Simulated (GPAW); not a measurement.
# Tl in GPAW: relaxation of the atoms with PBEsol+D4

Aim: the relaxation of the atoms of Tl with PBEsol+D4.

All numbers are computed with GPAW 26.7.0; they aren't measurements. Logs are shortened: lines on timing, memory, paths and dates and some standing lists are left out, and cuts for length are marked. The log counts tension as positive stress, the text compression.

## Step 1: The cell of the first run

The cell holds a slab with vacuum, 4 atoms: a = 3.562 Å, b = 3.562 Å, c = 23.240 Å, α = 90.00°, β = 90.00°, γ = 120.00°.

## Step 2: Relaxation of the atoms, PBEsol+D4 (the (0 0 1) slab of Tl, cut from the database cell, not relaxed)

Contents of run.py:

```python
import numpy as np
from ase import Atoms
from ase.calculators.mixing import SumCalculator
from ase.constraints import FixAtoms
from ase.io import write
from ase.optimize import FIRE
from dftd4.ase import DFTD4
from gpaw import GPAW, PW, setup_paths

setup_paths.insert(0, '.')

atoms = Atoms(['Tl', 'Tl', 'Tl', 'Tl'],
              cell=[[3.5621036905, 0, 0.0],
                    [-1.7810518452, 3.0848722868, 0.0],
                    [0.0, 0.0, 23.2404167867]],
              scaled_positions=[[0.6666666667, 0.3333333333, 0.3227136617],
                                [0.3333333333, 0.6666666667, 0.4422677747],
                                [0.6666666667, 0.3333333333, 0.5577322253],
                                [0.3333333333, 0.6666666667, 0.6772863383]],
              pbc=True)
atoms.pbc = (True, True, False)
atoms.set_constraint(FixAtoms([0, 1]))

calc = GPAW(mode=PW(450),
            xc='PBEsol',
            kpts={'size': (9, 9, 1), 'gamma': True},
            occupations={'name': 'fermi-dirac', 'width': 0.05},
            nbands=41,
            convergence={'density': 1e-05, 'energy': 1e-05},
            maxiter=150,
            poissonsolver={'dipolelayer': 'xy'},
            symmetry={'extra_ids': [1, 1, 0, 0]},
            txt='gpaw.txt')
atoms.calc = SumCalculator([calc, DFTD4(method='pbesol')])
opt = FIRE(atoms, trajectory='relax.traj', logfile='-')
done = opt.run(fmax=0.02, steps=60)
calc.write('gs.gpw')
write('result.traj', atoms)
print('Converged:', done)
print('Cell:', atoms.cell.cellpar().round(4))
print('Volume:', round(atoms.get_volume(), 4))
print(atoms.get_scaled_positions().round(5))

v = calc.get_electrostatic_potential().mean(axis=(0, 1))
z = np.arange(len(v)) * atoms.cell[2, 2] / len(v)
ef = calc.get_fermi_level()
np.savetxt('planar.dat', np.c_[z, v], fmt='%.4f')
below, above = np.interp([1.5, atoms.cell[2, 2] - 1.5], z, v) - ef
print(f'Work functions: bottom {below:.4f} eV, top {above:.4f} eV')
print('Dipole moment:', *calc.get_dipole_moment().round(5), 'e A')
```

Potentials or basis: PAW data sets generated in the run's folder for this functional, pw.

The run is started by

```
$ gpaw-setup -f PBEsol Tl
$ OMP_NUM_THREADS=1 python run.py
```

gpaw.txt:

```text
__  _  _
 | _ |_)|_||  |
 |__||  | ||/\| - 26.7.0

Input parameters:
  mode=PW(ecut=450.00000000000006),
  convergence={'density': 1e-05, 'energy': 1e-05},
  kpts=MonkhorstPack(size=(9, 9, 1), gamma=True),
  maxiter=150,
  nbands=41,
  occupations=Occupations(name='fermi-dirac', width=0.05),
  poissonsolver=PoissonSolver(dipolelayer='xy'),
  symmetry=Symmetry(extra_ids=array([1, 1, 0, 0])),
  xc=XC(name='PBEsol')

Diagonalizing LCAO Hamiltonian
Converting LCAO to pw mode

        Tl

           Tl

        Tl

           Tl

Atoms  # Å, Bohr magnetons
|   | symbol |         x |        y |         z |    initial magnetic moments |
|---|--------|-----------|----------|-----------|-----------------------------|
| 0 |     Tl |  1.781052 | 1.028291 |  7.500000 | ( 0.0000,  0.0000,  0.0000) |
| 1 |     Tl | -0.000000 | 2.056582 | 10.278487 | ( 0.0000,  0.0000,  0.0000) |
| 2 |     Tl |  1.781052 | 1.028291 | 12.961929 | ( 0.0000,  0.0000,  0.0000) |
| 3 |     Tl | -0.000000 | 2.056582 | 15.740417 | ( 0.0000,  0.0000,  0.0000) |

Unit cell  # Å
| periodic |         x |        y |         z |   lengths |     angles |
|----------|-----------|----------|-----------|-----------|------------|
|      yes |  3.562104 | 0.000000 |  0.000000 |  3.562104 |  90.000000 |
|      yes | -1.781052 | 3.084872 |  0.000000 |  3.562104 |  90.000000 |
|       no |  0.000000 | 0.000000 | 23.240417 | 23.240417 | 120.000000 |

Number of symmetries: 6
Symmetry operations  # r_c * U_cc + t_c -> r_c
|   | kind |            matrix            |
|---|------|------------------------------|
| 0 |  σ   |  1, 1, 0,  0,-1, 0,  0, 0, 1 |
| 1 |  E   |  1, 0, 0,  0, 1, 0,  0, 0, 1 |
| 2 |  C3  |  0, 1, 0, -1,-1, 0,  0, 0, 1 |
| 3 |  σ   |  0,-1, 0, -1, 0, 0,  0, 0, 1 |
| 4 |  σ   | -1, 0, 0,  1, 1, 0,  0, 0, 1 |
| 5 |  C3  | -1,-1, 0,  1, 0, 0,  0, 0, 1 |

BZ-sampling:
  Number of BZ points: 81
  Number of IBZ points: 12

  Monkhorst-Pack size: [9, 9, 1]
  Monkhorst-Pack shift: [0, 0, 0]

K-points  # in reciprocal-cell coordinates
|     |                                coordinates |     weight |
|-----|--------------------------------------------|------------|
|   0 | (  0.00000000,   0.00000000,   0.00000000) | 0.01234568 |
|   1 | (  0.11111111,   0.00000000,   0.00000000) | 0.07407407 |
|   2 | (  0.22222222,  -0.11111111,   0.00000000) | 0.07407407 |
|   3 | (  0.22222222,   0.00000000,   0.00000000) | 0.07407407 |
|   4 | (  0.33333333,  -0.11111111,   0.00000000) | 0.14814815 |
|   5 | (  0.33333333,   0.00000000,   0.00000000) | 0.07407407 |
|   6 | (  0.33333333,   0.33333333,   0.00000000) | 0.02469136 |
|   7 | (  0.44444444,  -0.22222222,   0.00000000) | 0.07407407 |
|   8 | (  0.44444444,  -0.11111111,   0.00000000) | 0.14814815 |
|   9 | (  0.44444444,   0.00000000,   0.00000000) | 0.07407407 |
| ... |                                            |            |
|  11 | (  0.44444444,   0.44444444,   0.00000000) | 0.07407407 |

Plane wave coefficients: 5592
Cutoff: 450.00000000000006 eV

Spin-components: 1 (collinear spins)
Bands:           41
Projectors:      24
Spin-degeneracy: 2
Datatype:        complex128

Density:
  Valence electrons: 52.0
  Components: 1
  Grid points: [ 18  18 120]
  Charge: 0.0  # |e|

Potential:
  Grid points: [ 18  18 120]

species:
  Tl:
    name:    Thallium
    Z:       81.0
    valence: 13
    core:    68
    charge:  0.0  # [|e|]
    compensation charges:
      type: gauss
      rc: 0.38  # [Å]
      lmax: 2
    cutoffs:
      filter: 2.11  # [Å]
      core: 2.55  # [Å]
    projectors
    | kind |    occ | energy [eV] | rcut [Å] |
    |------|--------|-------------|----------|
    |   6s |  2.000 |      -9.544 |    1.212 |
    |   6p |  1.000 |      -2.370 |    1.270 |
    |   5d | 10.000 |     -15.510 |    1.191 |
    |    s |        |      17.668 |    1.212 |
    |    p |        |      24.841 |    1.270 |
    |    d |        |      11.702 |    1.191 |

    Using partial waves for Tl as LCAO basis

Reference energy: -2199585.992753  # eV

eigensolver:
  PPCG
  Converge bands: occupied
  niter=2

density mixing:
  MSR1-Mixer
  Pratt-step length: 0.05
  Maximum mixing coefficient: 0.75
  Old densities: 10
  SVD Regularization: 0.005
  Good broyden scale: 1.0
  Trust region scale: 1.0
  Backstep threshold: 4.0
  History deletion threshold: 6.0
  Fourier metric: weight=20.0, sigma=0.015

occupation numbers:
  Fermi-Dirac:
    width: 0.0500  # eV

<gpaw.new.pw.poisson.DipoleLayerPWPoissonSolver object>
xc functional:
  name: PBEsol with 2 nearest neighbor stencil

convergence criteria:
- Maximum integral of absolute [dens]ity change: 1e-05 electrons / valence electron
- Maximum [total energy] change in last 3 cyles: 1e-05 eV / valence electron
- Maximum integral of absolute [eigenst]ate change: 4e-08 eV^2 / valence electron
maximum number of iterations: 150

SCF iterations
|iter     | |      energy | eigst |  dens |
|---------|-|-------------|-------|-------|
|iter:   1| |  -11.112840 | -0.35 |       |
|iter:   2| |  -11.083581 | -2.21 | -1.55 |
|iter:   3| |  -11.275740 | -1.89 | -1.60 |
|iter:   4| |  -11.365819 | -2.37 | -1.64 |
|iter:   5| |  -19.334611 | -1.65 | -1.57 |
|iter:   6| |  -10.974446 | -2.03 | -1.03 |
|iter:   7| |  -10.955957 | -3.24 | -2.06 |
|iter:   8| |  -10.977101 | -3.52 | -2.39 |
|iter:   9| |  -10.953455 | -4.16 | -2.20 |
|iter:  10| |  -10.953535 | -5.39 | -3.09 |
|iter:  11| |  -10.953320c| -5.73 | -3.08 |
|iter:  12| |  -10.953309c| -6.35 | -3.51 |
[... 144 lines left out ...]
No gap
No difference between direct/indirect transitions
vacuum-level: 4.797  # V
Workfunctions: 3.546, 3.545 eV (top, bottom)

Forces  # eV/Ang
|        x |       y |        z |
|----------|---------|----------|
|  0.00000 | 0.00000 |  0.22995 |  # Tl   0
| -0.00000 | 0.00000 |  0.02027 |  # Tl   1
|  0.00000 | 0.00000 | -0.02224 |  # Tl   2
| -0.00000 | 0.00000 | -0.22901 |  # Tl   3

        Tl

           Tl

        Tl
[... 182 lines left out ...]
No gap
No difference between direct/indirect transitions
vacuum-level: 4.799  # V
Workfunctions: 3.551, 3.546 eV (top, bottom)

Forces  # eV/Ang
|        x |       y |        z |
|----------|---------|----------|
| -0.00000 | 0.00000 |  0.23083 |  # Tl   0
| -0.00000 | 0.00000 |  0.01718 |  # Tl   1
|  0.00000 | 0.00000 | -0.03086 |  # Tl   2
| -0.00000 | 0.00000 | -0.21672 |  # Tl   3

        Tl

           Tl

        Tl
[... 83 lines left out ...]
No gap
No difference between direct/indirect transitions
vacuum-level: 4.800  # V
Workfunctions: 3.555, 3.546 eV (top, bottom)

Forces  # eV/Ang
|        x |       y |        z |
|----------|---------|----------|
|  0.00000 | 0.00000 |  0.22996 |  # Tl   0
|  0.00000 | 0.00000 |  0.01424 |  # Tl   1
|  0.00000 | 0.00000 | -0.03719 |  # Tl   2
| -0.00000 | 0.00000 | -0.20743 |  # Tl   3

        Tl

           Tl

        Tl
[... 83 lines left out ...]
No gap
No difference between direct/indirect transitions
vacuum-level: 4.802  # V
Workfunctions: 3.559, 3.547 eV (top, bottom)

Forces  # eV/Ang
|        x |       y |        z |
|----------|---------|----------|
|  0.00000 | 0.00000 |  0.22962 |  # Tl   0
|  0.00000 | 0.00000 |  0.01019 |  # Tl   1
|  0.00000 | 0.00000 | -0.04493 |  # Tl   2
| -0.00000 | 0.00000 | -0.19654 |  # Tl   3

        Tl

           Tl

        Tl
[... 689 lines left out ...]
No gap
No difference between direct/indirect transitions
vacuum-level: 4.829  # V
Workfunctions: 3.619, 3.566 eV (top, bottom)

Forces  # eV/Ang
|       x |        y |        z |
|---------|----------|----------|
| 0.00000 | -0.00000 |  0.22365 |  # Tl   0
| 0.00000 | -0.00000 | -0.11020 |  # Tl   1
| 0.00000 |  0.00000 | -0.08986 |  # Tl   2
| 0.00000 |  0.00000 | -0.02380 |  # Tl   3

        Tl

           Tl

        Tl
[... 184 lines left out ...]
No gap
No difference between direct/indirect transitions
vacuum-level: 4.841  # V
Workfunctions: 3.643, 3.586 eV (top, bottom)

Forces  # eV/Ang
|       x |        y |        z |
|---------|----------|----------|
| 0.00000 |  0.00000 |  0.21643 |  # Tl   0
| 0.00000 |  0.00000 | -0.24746 |  # Tl   1
| 0.00000 |  0.00000 |  0.00265 |  # Tl   2
| 0.00000 | -0.00000 |  0.02814 |  # Tl   3

# Writing to gs.gpw (mode='')
```

Run time: 16 min. Hardware: 1 thread of Intel Xeon Platinum 8259CL at 2.50GHz (Skylake/Cascade Lake), shared host; peak memory 0.25 GiB.

What came out:

* Free energy: -11.6243 eV
* Energy gained by relaxing: 14.1 meV/atom
* Ionic steps: 15
* Band gap on the k mesh: none (metal or under the smearing width)
* Dispersion energy per atom: -0.156 eV
* Dipole across the slab: 0.00 e·Å
* Work function of the upper face: 3.64 eV
* Work function of the lower face: 3.59 eV

The path:
| step | energy change (eV) | largest force (eV/Å) |
| --- | --- | --- |
| 1 | 0.0000 | 0.2681 |
| 2 | -0.0008 | 0.2688 |
| 3 | -0.0023 | 0.2693 |
| 4 | -0.0046 | 0.2697 |
| 5 | -0.0075 | 0.2689 |
| 6 | -0.0110 | 0.2686 |
| 7 | -0.0149 | 0.2685 |
| 8 | -0.0192 | 0.2685 |
| 9 | -0.0241 | 0.2684 |
| 10 | -0.0298 | 0.2680 |
| 11 | -0.0358 | 0.2675 |
| 12 | -0.0422 | 0.2659 |
| 13 | -0.0483 | 0.2636 |
| 14 | -0.0535 | 0.2605 |
| 15 | -0.0565 | 0.2569 |

Final structure:
```
Tl
1.0
     3.56210    0.00000    0.00000
    -1.78105    3.08487    0.00000
     0.00000    0.00000   23.24042
Tl
4
Cartesian
  1.7811 1.0283 7.5000
  0.0000 2.0566 10.2785
  1.7811 1.0283 12.8130
  0.0000 2.0566 15.4159
```

Caveat: the cutoff is short for stress and forces, so pressures can be off by a GPa or more; later steps reuse the first step's grids.
